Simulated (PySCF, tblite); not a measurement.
**C₄H₁₃NOSi: geometry, infrared bands and NMR shifts**

Wanted: the infrared bands and NMR shifts of C₄H₁₃NOSi (`CN[SiH2]CCCO`), by calculation.

Computed with tblite 0.8.0 and PySCF 2.14.0, with density-fitted response routines of our own, on a single molecule in the gas phase. Atoms count from 0, in the outputs and in this text.

## Step 1: The starting structure

20 atoms, charge 0, multiplicity 1; geometry from: force field or distance geometry start.

Bonds of the start (Å): C0–N1 1.42, N1–Si2 1.74, Si2–C3 1.86, C3–C4 1.50, C4–C5 1.51, C5–O6 1.42, C0–H7 1.10, C0–H8 1.11, C0–H9 1.13, N1–H10 1.02, Si2–H11 1.49, Si2–H12 1.47, C3–H13 1.13, C3–H14 1.10, C4–H15 1.09, C4–H16 1.11, C5–H17 1.11, C5–H18 1.10, O6–H19 0.97.

## Step 2: Geometry optimisation with GFN2-xTB

Job settings and geometry (Å):

```
{"job": {"kind": "relax", "xc": "GFN2-xTB", "basis": "xTB"}, "charge": 0, "multiplicity": 1}
C     -3.214600    -0.574400    -0.046700
N     -2.475100     0.623800     0.137300
Si    -0.997600     0.807300    -0.758600
C      0.310500    -0.310400    -0.055900
C      1.688700     0.274200    -0.184400
C      2.723600    -0.662800     0.393000
O      3.978300    -0.029300     0.214700
H     -3.565800    -0.629800    -1.090000
H     -2.701300    -1.513000     0.237800
H     -4.142200    -0.497000     0.602300
H     -3.001500     1.456600     0.411300
H     -1.170500     0.500400    -2.208400
H     -0.597800     2.222800    -0.697900
H      0.139800    -0.462400     1.054000
H      0.260800    -1.264600    -0.604500
H      1.947200     0.470600    -1.229700
H      1.692400     1.243900     0.358800
H      2.698400    -1.608500    -0.192700
H      2.591700    -0.859900     1.468200
H      3.829900     0.823300    -0.221200
```

Run with:

```console
$ OMP_NUM_THREADS=1 python probes_run.py task.json out
```

This one command runs all jobs of the session in turn.

**Question.** This job is followed by: GFN2-xTB harmonic vibrations, gas phase; GIAO PBE0/pcSseg-1 NMR shielding, non-relativistic, gas phase. What will the session give for the following? strongest single infrared mode (GFN2-xTB); zero-point energy (GFN2-xTB); 13C shifts against TMS (PBE0/pcSseg-1); 1H shifts against TMS (PBE0/pcSseg-1, means over atoms taken as alike); 15N shifts against NH3 (PBE0/pcSseg-1); 29Si shifts against TMS (PBE0/pcSseg-1); 17O shifts against H2O (PBE0/pcSseg-1).

As calculated:

| quantity | value |
| --- | --- |
| strongest single infrared mode (GFN2-xTB) | 2129 cm⁻¹, 378 km/mol |
| zero-point energy (GFN2-xTB) | 104.6 kcal/mol |
| 13C shifts against TMS (PBE0/pcSseg-1) | 72.8, 31.9, 31.6, 9.4 ppm |
| 1H shifts against TMS (PBE0/pcSseg-1, means over atoms taken as alike) | 4.76, 3.87, 2.68, 1.39, 0.70, 0.07, -0.28 ppm |
| 15N shifts against NH3 (PBE0/pcSseg-1) | 16.5 ppm |
| 29Si shifts against TMS (PBE0/pcSseg-1) | -29.1 ppm |
| 17O shifts against H2O (PBE0/pcSseg-1) | 48.8 ppm |

**Reading.** The optimisation took 130 steps and gained 0.465 eV; among the close pairs (by a distance rule), Si2–C3 changed most, from 1.859 to 1.902 Å. All 54 modes are real, so the xTB geometry is a minimum. The strongest single mode, at 2129 cm⁻¹, moves mainly H11. Unscaled tight-binding wavenumbers are off by several per cent, some by more. Its intensities can rank the bands wrongly. The most deshielded carbon is C5 (sp3 CH2 bonded to O), at 72.8 ppm: deshielded by the electronegative neighbour. At PBE0/pcSseg-1: The largest span, 112 ppm, is at Si2, where the paramagnetic term is -503 ppm.
